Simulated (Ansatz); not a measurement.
# LaSi4Ni9: elastic constants, part 2 of 2

The task, for LaSi4Ni9: relax to small forces and stress and compute the elastic constants.

Ansatz 0.2.0; DFT PBEsol, scalar-relativistic, plane waves, PAW. The steps go on from the part before.

**3. Elastic constants, atoms relaxed**

File input.yaml:

```yaml
crystal:
  lattice:
    - [-3.8873394449, 3.8873394449, 5.6677122589]
    - [3.8873394449, -3.8873394449, 5.6677122589]
    - [3.8873394449, 3.8873394449, -5.6677122589]
  atoms:
    - { symbol: La, position: [0.25, 0.25, 0.0] }
    - { symbol: La, position: [0.75, 0.75, 0.0] }
    - { symbol: Si, position: [0.7889189808, 0.2889189808, 0.8423873125] }
    - { symbol: Si, position: [0.2889189808, 0.4465316684, 0.5] }
    - { symbol: Si, position: [0.4465316684, 0.9465316684, 0.1576126875] }
    - { symbol: Si, position: [0.9465316684, 0.7889189808, 0.5] }
    - { symbol: Si, position: [0.7110810192, 0.5534683316, 0.5] }
    - { symbol: Si, position: [0.2110810192, 0.7110810192, 0.1576126875] }
    - { symbol: Si, position: [0.0534683316, 0.2110810192, 0.5] }
    - { symbol: Si, position: [0.5534683316, 0.0534683316, 0.8423873125] }
    - { symbol: Ni, position: [0.5, 0.0, 0.5] }
    - { symbol: Ni, position: [0.0, 0.5, 0.5] }
    - { symbol: Ni, position: [0.3124812495, 0.8124812495, 0.7572222504] }
    - { symbol: Ni, position: [0.8124812495, 0.0552589991, 0.5] }
    - { symbol: Ni, position: [0.0552589991, 0.5552589991, 0.2427777496] }
    - { symbol: Ni, position: [0.5552589991, 0.3124812495, 0.5] }
    - { symbol: Ni, position: [0.1875187505, 0.9447410009, 0.5] }
    - { symbol: Ni, position: [0.6875187505, 0.1875187505, 0.2427777496] }
    - { symbol: Ni, position: [0.4447410009, 0.6875187505, 0.5] }
    - { symbol: Ni, position: [0.9447410009, 0.4447410009, 0.7572222504] }
    - { symbol: Ni, position: [0.2041106282, 0.0691946261, 0.2733052543] }
    - { symbol: Ni, position: [0.0691946261, 0.7958893718, 0.8650839979] }
    - { symbol: Ni, position: [0.7958893718, 0.9308053739, 0.7266947457] }
    - { symbol: Ni, position: [0.9308053739, 0.2041106282, 0.1349160021] }
    - { symbol: Ni, position: [0.2958893718, 0.5691946261, 0.8650839979] }
    - { symbol: Ni, position: [0.4308053739, 0.2958893718, 0.7266947457] }
    - { symbol: Ni, position: [0.7041106282, 0.4308053739, 0.1349160021] }
    - { symbol: Ni, position: [0.5691946261, 0.7041106282, 0.2733052543] }
basis:
  ecutwfc: 420
kpoints:
  mp_grid: { grid: [6, 6, 6] }
hamiltonian:
  xc: pbesol
scf:
  occupations: { method: fermi_dirac, width: 0.15 }
output:
  forces: true
  stress: true
  eigenvalues: true
elastic:
  mode: relaxed_ion
  amplitude: 0.005
  stencil: two_point
```

The run is started by

```sh
$ ansatz run input.yaml --threads 8 --pin off --max-ram 22528MiB --backend cpu --events-out ev --progress --plain --runs-dir out
```

What it wrote:

```text
Warning: RAYON_NUM_THREADS=8 ignored (pool sized by the plan → 8); use --threads N
band count auto-derived: 238 (N_el = 378.0; filled up to band 189; 227 by the electrons, moments and atoms)
[... 8 set-up lines as earlier in the session ...]
Crystal: 28 atoms, lattice volume = 342.588 Å³
Basis set: ecut = 420 eV, 6679 PW (Γ), exchange–correlation on 108×108×108 points (8 copies of the dense FFT grid, shifted against one another)
Bands: 238, of which v1, the nominal top of the filled ones, is band 189 counted from 1 (188 counted from 0)
[... 2 set-up lines as earlier in the session ...]
k-points: 30 of 216
[... 13 set-up lines as earlier in the session ...]
SCF iter   1: F=—  HF=-121803.117813 eV  |F-HF|=—  |Δ(HF+E_count)|=         —  Δρ=2.93e-2  dr2=2.01e0  ethr=1.77e-3  ⟨swp⟩=5.0  Hψ=25552  notcnv=0  defer=46
preconditioner: auto → Kerker (q_TF=auto, 2.773 Å⁻¹)  [metal: Δε(μ)=0.004 eV  Ē_g=6.979 eV  σ=0.150 eV  W_gap=0.01  n_scr=120 (ndim 8)  ℏωp=30.4 eV  f_vac=0.000  D(μ)=21.34/eV (n_scr^D=214)]
SCF iter   2: F=—  HF=-121802.907888 eV  |F-HF|=—  |Δ(HF+E_count)|=   2.10e-1  Δρ=8.07e-3  dr2=2.18e-1  ethr=5.31e-4  ⟨swp⟩=2.0  Hψ=9169  notcnv=0  defer=254
SCF iter   3: F=—  HF=-121802.885276 eV  |F-HF|=—  |Δ(HF+E_count)|=   2.26e-2  Δρ=2.21e-3  dr2=2.78e-2  ethr=5.78e-5  ⟨swp⟩=2.0  Hψ=9080  notcnv=0  defer=254
SCF iter   4: F=—  HF=-121802.881933 eV  |F-HF|=—  |Δ(HF+E_count)|=   3.34e-3  Δρ=4.86e-4  dr2=1.69e-3  ethr=7.36e-6  ⟨swp⟩=1.7  Hψ=6912  notcnv=0  defer=254
SCF iter   5: F=—  HF=-121802.881905 eV  |F-HF|=—  |Δ(HF+E_count)|=   2.79e-5  Δρ=2.75e-4  dr2=2.12e-4  ethr=4.48e-7  ⟨swp⟩=2.3  Hψ=10392  notcnv=0  defer=254
SCF iter   6: F=—  HF=-121802.881855 eV  |F-HF|=—  |Δ(HF+E_count)|=   5.00e-5  Δρ=9.58e-5  dr2=4.68e-5  ethr=5.62e-8  ⟨swp⟩=2.0  Hψ=11039  notcnv=0  defer=254
SCF iter   7: F=—  HF=-121802.881827 eV  |F-HF|=—  |Δ(HF+E_count)|=   2.80e-5  Δρ=2.15e-5  dr2=2.97e-6  ethr=1.24e-8  ⟨swp⟩=1.2  Hψ=6887  notcnv=0  defer=254
SCF iter   8: F=—  HF=-121802.881694 eV  |F-HF|=—  |Δ(HF+E_count)|=   1.33e-4  Δρ=7.72e-6  dr2=1.83e-7  ethr=7.85e-10  ⟨swp⟩=2.1  Hψ=12038  notcnv=0  defer=254
SCF iter   9: F=—  HF=-121802.881694 eV  |F-HF|=—  |Δ(HF+E_count)|=   3.39e-8  Δρ=3.92e-6  dr2=4.87e-8  ethr=4.84e-11  ⟨swp⟩=2.0  Hψ=10492  notcnv=0  defer=254
SCF iter  10: F=—  HF=-121802.881694 eV  |F-HF|=—  |Δ(HF+E_count)|=   5.68e-9  Δρ=1.22e-6  dr2=4.23e-9  ethr=1.29e-11  ⟨swp⟩=2.3  Hψ=10866  notcnv=0  defer=254
SCF iter  11: F=—  HF=-121802.881694 eV  |F-HF|=—  |Δ(HF+E_count)|=  5.68e-10  Δρ=3.29e-7  dr2=3.61e-10  ethr=1.12e-12  ⟨swp⟩=2.1  Hψ=8628  notcnv=0  defer=254
SCF iter  12: F=—  HF=-121802.881694 eV  |F-HF|=—  |Δ(HF+E_count)|=    0.00e0  Δρ=1.60e-7  dr2=8.92e-11  ethr=9.56e-14 (applied; sched 1.00e-12)  ⟨swp⟩=2.0  Hψ=11217  notcnv=0  defer=259
SCF iter  13: F=—  HF=-121802.881694 eV  |F-HF|=—  |Δ(HF+E_count)|=  7.28e-11  Δρ=4.18e-8  dr2=4.91e-12  ethr=2.36e-14 (applied; sched 1.00e-12)  ⟨swp⟩=2.0  Hψ=10040  notcnv=0  defer=259
SCF iter  14: F=—  HF=-121802.881694 eV  |F-HF|=—  |Δ(HF+E_count)|=  4.37e-11  Δρ=2.00e-8  dr2=1.03e-12  ethr=1.30e-15 (applied; sched 1.00e-12)  ⟨swp⟩=2.0  Hψ=11091  notcnv=0  defer=259
SCF iter  15: F=—  HF=-121802.881694 eV  |F-HF|=—  |Δ(HF+E_count)|=  1.46e-11  Δρ=8.04e-9  dr2=2.44e-13  ethr=2.72e-16 (applied; sched 1.00e-12)  ⟨swp⟩=2.0  Hψ=9974  notcnv=0  defer=259
SCF iter  16: F=-121802.881694 eV  HF=-121802.881694 eV  |F-HF|=1.46e-11  |Δ(HF+E_count)|=  1.46e-11  Δρ=1.51e-9  dr2=1.24e-14  ethr=1.00e-12  ⟨swp⟩=9.0  Hψ=26624  notcnv=0
SCF 1 converged in 16 iterations: F = -121802.881694 eV  dr2 = 1.24e-14
relax step   1: F+E_penalty+E_count = -121802.88169362 eV  Δ(F+E_penalty+E_count) = +0.000e0 eV  max|allowed force component| = 5.382e-4 eV/Å  Δτ_max = 0.0000 Å  (16 SCF iters, accepted)
[... from here on, the SCF cycles and remarks between the steps are left out, and one step in 2 is shown ...]
relax step   2: F+E_penalty+E_count = -121802.88169368 eV  Δ(F+E_penalty+E_count) = -6.022e-8 eV  max|allowed force component| = 3.283e-4 eV/Å  Δτ_max = 0.0000 Å  (12 SCF iters, accepted)
relax step   1: F+E_penalty+E_count = -121802.87296876 eV  Δ(F+E_penalty+E_count) = +0.000e0 eV  max|allowed force component| = 4.236e-2 eV/Å  Δτ_max = 0.0000 Å  (16 SCF iters, accepted)
relax step   3: F+E_penalty+E_count = -121802.87437899 eV  Δ(F+E_penalty+E_count) = -2.297e-4 eV  max|allowed force component| = 1.959e-3 eV/Å  Δτ_max = 0.0036 Å  (12 SCF iters, accepted)
relax step   5: F+E_penalty+E_count = -121802.87438083 eV  Δ(F+E_penalty+E_count) = -2.301e-7 eV  max|allowed force component| = 3.336e-5 eV/Å  Δτ_max = 0.0001 Å  (12 SCF iters, accepted)
relax step   2: F+E_penalty+E_count = -121802.87452892 eV  Δ(F+E_penalty+E_count) = -1.319e-3 eV  max|allowed force component| = 1.239e-3 eV/Å  Δτ_max = 0.0084 Å  (12 SCF iters, accepted)
relax step   4: F+E_penalty+E_count = -121802.87453011 eV  Δ(F+E_penalty+E_count) = -2.141e-8 eV  max|allowed force component| = 2.759e-5 eV/Å  Δτ_max = 0.0000 Å  (12 SCF iters, accepted)
relax step   2: F+E_penalty+E_count = -121802.87315990 eV  Δ(F+E_penalty+E_count) = -2.742e-4 eV  max|allowed force component| = 3.763e-3 eV/Å  Δτ_max = 0.0019 Å  (12 SCF iters, accepted)
relax step   4: F+E_penalty+E_count = -121802.87318154 eV  Δ(F+E_penalty+E_count) = -2.004e-6 eV  max|allowed force component| = 1.432e-4 eV/Å  Δτ_max = 0.0002 Å  (10 SCF iters, accepted)
relax step   6: F+E_penalty+E_count = -121802.87318156 eV  Δ(F+E_penalty+E_count) = -2.547e-9 eV  max|allowed force component| = 1.034e-5 eV/Å  Δτ_max = 0.0000 Å  (11 SCF iters, accepted)
relax step   2: F+E_penalty+E_count = -121802.87333131 eV  Δ(F+E_penalty+E_count) = -2.649e-4 eV  max|allowed force component| = 2.325e-3 eV/Å  Δτ_max = 0.0021 Å  (12 SCF iters, accepted)
relax step   4: F+E_penalty+E_count = -121802.87333325 eV  Δ(F+E_penalty+E_count) = -1.342e-8 eV  max|allowed force component| = 1.040e-5 eV/Å  Δτ_max = 0.0000 Å  (11 SCF iters, accepted)
relax step   2: F+E_penalty+E_count = -121802.87992098 eV  Δ(F+E_penalty+E_count) = -4.297e-4 eV  max|allowed force component| = 9.726e-3 eV/Å  Δτ_max = 0.0025 Å  (12 SCF iters, accepted)
relax step   4: F+E_penalty+E_count = -121802.88004611 eV  Δ(F+E_penalty+E_count) = -5.246e-5 eV  max|allowed force component| = 1.577e-3 eV/Å  Δτ_max = 0.0027 Å  (12 SCF iters, accepted)
relax step   6: F+E_penalty+E_count = -121802.88004766 eV  Δ(F+E_penalty+E_count) = -1.134e-7 eV  max|allowed force component| = 6.766e-5 eV/Å  Δτ_max = 0.0001 Å  (12 SCF iters, accepted)
relax step   1: F+E_penalty+E_count = -121802.87949130 eV  Δ(F+E_penalty+E_count) = +0.000e0 eV  max|allowed force component| = 2.227e-2 eV/Å  Δτ_max = 0.0000 Å  (14 SCF iters, accepted)
relax step   3: F+E_penalty+E_count = -121802.88004675 eV  Δ(F+E_penalty+E_count) = -2.900e-5 eV  max|allowed force component| = 9.432e-4 eV/Å  Δτ_max = 0.0010 Å  (10 SCF iters, accepted)
relax step   5: F+E_penalty+E_count = -121802.88004762 eV  Δ(F+E_penalty+E_count) = -1.275e-8 eV  max|allowed force component| = 5.206e-4 eV/Å  Δτ_max = 0.0001 Å  (9 SCF iters, accepted)
relax step   1: F+E_penalty+E_count = -121802.87936070 eV  Δ(F+E_penalty+E_count) = +0.000e0 eV  max|allowed force component| = 1.890e-2 eV/Å  Δτ_max = 0.0000 Å  (15 SCF iters, accepted)
relax step   3: F+E_penalty+E_count = -121802.87960007 eV  Δ(F+E_penalty+E_count) = -1.088e-5 eV  max|allowed force component| = 1.484e-3 eV/Å  Δτ_max = 0.0004 Å  (10 SCF iters, accepted)
relax step   5: F+E_penalty+E_count = -121802.87960185 eV  Δ(F+E_penalty+E_count) = -1.057e-7 eV  max|allowed force component| = 1.237e-4 eV/Å  Δτ_max = 0.0000 Å  (12 SCF iters, accepted)
relax step   1: F+E_penalty+E_count = -121802.87936070 eV  Δ(F+E_penalty+E_count) = +0.000e0 eV  max|allowed force component| = 1.890e-2 eV/Å  Δτ_max = 0.0000 Å  (15 SCF iters, accepted)
relax step   3: F+E_penalty+E_count = -121802.87960183 eV  Δ(F+E_penalty+E_count) = -4.788e-7 eV  max|allowed force component| = 1.729e-4 eV/Å  Δτ_max = 0.0001 Å  (9 SCF iters, accepted)
relax step   4: F+E_penalty+E_count = -121802.87960186 eV  Δ(F+E_penalty+E_count) = -2.909e-8 eV  max|allowed force component| = 3.673e-5 eV/Å  Δτ_max = 0.0000 Å  (12 SCF iters, accepted)
[... 18 lines left out ...]
SCF 54 converged in 13 iterations: F = -121802.879602 eV  dr2 = 1.38e-18
SCF converged after 14 iterations
Free energy (F): -121802.881694 eV
Harris-Foulkes:  -121802.881694 eV  (|F-HF|=2.91e-11)
Internal energy: -121801.342949 eV  (E = F + TS)
E sigma→0 (E₀):  -121802.112321 eV
Entropy (-TS):   -1.538745 eV (-54.955 meV/atom)
Fermi energy:    16.389403 eV
--- Per-component energies (eV) ---
  E_band       = -5374.698068
  E_kinetic    = 5870.720319
  E_local      = -79687.433612  (includes V_loc(G=0)·N_el)
  E_nonlocal   = 11848.097476
  E_hartree    = 34429.968191
  E_xc         = -2268.495380
  E_vxc        = -2681.888529  (∫ρ·V_xc dr)
  E_paw        = -43363.313201  (= ΣΔE_a)
  E_vpaw       = -9584.138496  (= ΣTr[D̂ρ^β])
  E_aug_tail   = 0.008391  (compensation charges beyond the density's cutoff)
  E_ewald      = -48635.037837
  E_core_change = 4.142703  (= ΣΔE_core)
  E_smearing   = -1.538745  (= −TS)
  E_closure    = -0.000000  (closes the sum)
  Σ components = -121802.881694   (vs F -121802.881694, Δ=0.00e0)
--- Forces (eV/Å), atoms counted from 1 ---
  atom   1  La    -0.00000000     0.00000000     0.00000000
  atom   2  La     0.00000000    -0.00000000     0.00000000
  atom   3  Si    -0.00000536    -0.00000536     0.00001300
  atom   4  Si     0.00000536    -0.00000536     0.00001300
  atom   5  Si     0.00000536     0.00000536     0.00001300
  atom   6  Si    -0.00000536     0.00000536     0.00001300
  atom   7  Si    -0.00000536     0.00000536    -0.00001300
  atom   8  Si     0.00000536     0.00000536    -0.00001300
  atom   9  Si     0.00000536    -0.00000536    -0.00001300
  atom  10  Si    -0.00000536    -0.00000536    -0.00001300
  atom  11  Ni     0.00000000     0.00000000    -0.00000000
  atom  12  Ni     0.00000000    -0.00000000     0.00000000
  atom  13  Ni    -0.00000193    -0.00000193     0.00001153
  atom  14  Ni     0.00000193    -0.00000193     0.00001153
  atom  15  Ni     0.00000193     0.00000193     0.00001153
  atom  16  Ni    -0.00000193     0.00000193     0.00001153
  atom  17  Ni    -0.00000193     0.00000193    -0.00001153
  atom  18  Ni     0.00000193     0.00000193    -0.00001153
  atom  19  Ni     0.00000193    -0.00000193    -0.00001153
  atom  20  Ni    -0.00000193    -0.00000193    -0.00001153
  atom  21  Ni    -0.00003075     0.00000924     0.00000000
  atom  22  Ni    -0.00000924    -0.00003075     0.00000000
  atom  23  Ni     0.00003075    -0.00000924    -0.00000000
  atom  24  Ni     0.00000924     0.00003075     0.00000000
  atom  25  Ni    -0.00003075    -0.00000924    -0.00000000
  atom  26  Ni    -0.00000924     0.00003075    -0.00000000
  atom  27  Ni     0.00003075     0.00000924     0.00000000
  atom  28  Ni     0.00000924    -0.00003075     0.00000000
  max |Σ_I F_I| component: 1.64e-17 eV/Å
--- Stress (GPa, compression-positive) ---
        0.002175      -0.000000       0.000000
       -0.000000       0.002175      -0.000000
       -0.000000      -0.000000      -0.001455
  P = ⅓ Tr σ = 0.0010 GPa (0.010 kbar)
--- Band table (eV; the first three rows and the last of 30) ---
[... 4 lines left out ...]
--- Elastic constants: 4 strain directions × 2 members + reference (group order 16) ---
  dense FFT box of the reference and of every strained cell: 54×54×54
  strains applied: 11, 33, 23, 12; error gains: componentwise 1.00 (the most a stress slope's error grows in a printed constant), spectral 1.41 (1 for all six strains in a standard setting)
  reference relaxed by the batch: 3 steps; max|allowed force component| 5.38e-4 eV/Å at the deck's positions, 3.08e-5 at the last accepted step, 3.08e-5 by the solve of record
  largest displacement 3.7e-5 Å; the constants are those of the deck's cell at these positions:
  atoms:
    - { symbol: La, position: [0.25, 0.25, -2.6142570805936177e-23] }
    - { symbol: La, position: [0.75, 0.75, -2.6142570805929888e-23] }
    - { symbol: Si, position: [0.7889177361466759, 0.288917736146676, 0.8423847305037626] }
    - { symbol: Si, position: [0.288917736146676, 0.4465330056429133, 0.5] }
    - { symbol: Si, position: [0.4465330056429133, 0.9465330056429133, 0.15761526949623744] }
    - { symbol: Si, position: [0.9465330056429134, 0.7889177361466759, 0.5000000000000001] }
    - { symbol: Si, position: [0.7110822638533243, 0.5534669943570867, 0.5000000000000001] }
    - { symbol: Si, position: [0.21108226385332413, 0.7110822638533242, 0.15761526949623744] }
    - { symbol: Si, position: [0.05346699435708667, 0.21108226385332413, 0.5] }
    - { symbol: Si, position: [0.5534669943570867, 0.05346699435708667, 0.8423847305037626] }
    - { symbol: Ni, position: [0.5, 5.736186277161234e-23, 0.5] }
    - { symbol: Ni, position: [4.459456075010021e-23, 0.5, 0.5] }
    - { symbol: Ni, position: [0.31247838965586305, 0.812478389655863, 0.7572230188728799] }
    - { symbol: Ni, position: [0.812478389655863, 0.05525537078298312, 0.5] }
    - { symbol: Ni, position: [0.05525537078298315, 0.5552553707829831, 0.2427769811271201] }
    - { symbol: Ni, position: [0.5552553707829831, 0.31247838965586305, 0.5] }
    - { symbol: Ni, position: [0.18752161034413692, 0.9447446292170169, 0.5] }
    - { symbol: Ni, position: [0.6875216103441368, 0.18752161034413697, 0.24277698112712007] }
    - { symbol: Ni, position: [0.4447446292170169, 0.6875216103441368, 0.5] }
    - { symbol: Ni, position: [0.9447446292170169, 0.44474462921701685, 0.7572230188728799] }
    - { symbol: Ni, position: [0.2041105528591912, 0.06919201105239675, 0.2733025639115879] }
    - { symbol: Ni, position: [0.06919201105239672, 0.795889447140809, 0.8650814581932057] }
    - { symbol: Ni, position: [0.7958894471408088, 0.9308079889476032, 0.7266974360884122] }
    - { symbol: Ni, position: [0.9308079889476032, 0.204110552859191, 0.1349185418067944] }
    - { symbol: Ni, position: [0.2958894471408089, 0.569192011052397, 0.8650814581932058] }
    - { symbol: Ni, position: [0.4308079889476033, 0.2958894471408089, 0.7266974360884122] }
    - { symbol: Ni, position: [0.7041105528591913, 0.43080798894760336, 0.13491854180679444] }
    - { symbol: Ni, position: [0.5691920110523967, 0.7041105528591912, 0.2733025639115879] }
  C = ∂σ_k/∂η_j (tension-positive GPa; Voigt order 11 22 33 23 13 12):
       271.138    182.494    127.214      0.000      0.000      0.000
       182.494    271.138    127.214      0.000      0.000      0.000
       127.193    127.193    316.450     -0.000      0.000      0.000
         0.000      0.000      0.000     61.869      0.000      0.000
         0.000      0.000     -0.000      0.000     61.869     -0.000
         0.000      0.000     -0.000      0.000      0.000     78.237
  reference stress σ⁰ (GPa):     -0.002     -0.002      0.001      0.000      0.000      0.000
  C* (energy form; C + prestress term) asymmetry max|C*_kj − C*_jk| = 1.734e-2 GPa — a small one proves nothing (zero by symmetry where the batch's group is 432, −43m or m−3m); a large one is finite-difference/SCF noise where every solve meets its electron count
  moduli (Voigt/Reuss/Hill, GPa): K = 192.50/192.46/192.48   G = 68.52/64.05/66.29   E = 178.38   ν = 0.346
  mechanically stable: yes (min eigenvalue of sym C = 61.87 GPa)
  strain η (Voigt 11):  stress-route row diagonal C_11 = 271.14 GPa, energy-path curvature d²(F+E_count+ΔE)/dδ²/Ω₀ = 271.12 GPa
         δ    σ_11 (GPa)             F (eV)   n_scf  n_hpsi   n_pw
    -5.000e-3      -1.3767     -121802.8743808      13  207005   6686   relax 5 steps, max|allowed force component| 3.34e-5 eV/Å
     5.000e-3       1.3346     -121802.8745301      13  205928   6758   relax 4 steps, max|allowed force component| 2.76e-5 eV/Å
  strain η (Voigt 33):  stress-route row diagonal C_33 = 316.45 GPa, energy-path curvature d²(F+E_count+ΔE)/dδ²/Ω₀ = 316.41 GPa
         δ    σ_33 (GPa)             F (eV)   n_scf  n_hpsi   n_pw
    -5.000e-3      -1.6092     -121802.8731816      13  134350   6686   relax 6 steps, max|allowed force component| 1.03e-5 eV/Å
     5.000e-3       1.5553     -121802.8733333      13  134378   6752   relax 4 steps, max|allowed force component| 1.04e-5 eV/Å
  strain η (Voigt 23):  stress-route row diagonal C_44 = 61.87 GPa, energy-path curvature d²(F+E_count+ΔE)/dδ²/Ω₀ = 61.84 GPa
         δ    σ_23 (GPa)             F (eV)   n_scf  n_hpsi   n_pw
    -5.000e-3      -0.3093     -121802.8800477      13  305781   6726   relax 7 steps, max|allowed force component| 2.82e-5 eV/Å
     5.000e-3       0.3093     -121802.8800477      13  311229   6726   relax 6 steps, max|allowed force component| 8.08e-6 eV/Å
  strain η (Voigt 12):  stress-route row diagonal C_66 = 78.24 GPa, energy-path curvature d²(F+E_count+ΔE)/dδ²/Ω₀ = 78.21 GPa
         δ    σ_12 (GPa)             F (eV)   n_scf  n_hpsi   n_pw
    -5.000e-3      -0.3912     -121802.8796019      13  205167   6720   relax 6 steps, max|allowed force component| 9.38e-6 eV/Å
     5.000e-3       0.3912     -121802.8796019      13  205150   6720   relax 4 steps, max|allowed force component| 3.67e-5 eV/Å
```

Run time: 25 min. Hardware: 8 threads of Intel Xeon 6975P-C (Granite Rapids), shared host; peak memory 6.9 GiB.

Derived from the tensor and the density, 7.556 g/cm³, with v_l = √((B+4G/3)/ρ), v_t = √(G/ρ), v_m = [(2/v_t³+1/v_l³)/3]^(−1/3) and Θ = (ħ/k_B)·v_m·(6π²n/V)^(1/3):

| quantity | value |
| --- | --- |
| bulk modulus B | 192.5 GPa |
| shear modulus G | 66.3 GPa |
| B/G | 2.90 |
| universal anisotropy index | 0.35 |
| sound speeds v_l, v_t | 6097, 2962 m/s |
| Debye temperature Θ | 430 K |

Young's modulus by Cartesian direction:

```csv
direction,E (GPa)
"(1, 0, 0)",142
"(0, 1, 0)",142
"(0, 0, 1)",245
"(1, 1, 0)",217
"(1, 0, 1)",160
"(0, 1, 1)",160
"(1, 1, 1)",179
```

**4. Summary of results**

What follows sums up all 2 parts.

| quantity | value |
| --- | --- |
| C11, C12, C44 (relaxed-ion) | 271, 182, 62 GPa |
| C33, C13, C66 (relaxed-ion) | 316, 127, 78 GPa |
| B, G, E (Hill) (relaxed-ion) | 192, 66, 178 GPa |
| Poisson ratio (relaxed-ion) | 0.35 |
| Debye temperature | 430 K |

What this shows: It is stable against strain: the least eigenvalue of C is 62 GPa. By Pugh's rule of thumb B/G = 2.90 (over 1.75) points to a ductile solid; Young's modulus ranges from about 142 to 245 GPa with direction. The runs treat La without spin-orbit coupling. Spin polarisation is off in the runs that give these values; a magnetic solution could lie lower. Against the measured lattice constant a of LaSi4Ni9, 7.858 Å (“Single-ion Kondo behavior of a novel Kondo lattice, CeNi9Si4”, 2006, arxiv:cond-mat/0601577), the calculated 7.775 Å is off by -1.1 %. That is the cell relaxed with PBEsol. Against the measured lattice constant c of LaSi4Ni9, 11.462 Å (“Single-ion Kondo behavior of a novel Kondo lattice, CeNi9Si4”, 2006, arxiv:cond-mat/0601577), the calculated 11.335 Å is off by -1.1 %. The calculation is for a static lattice.
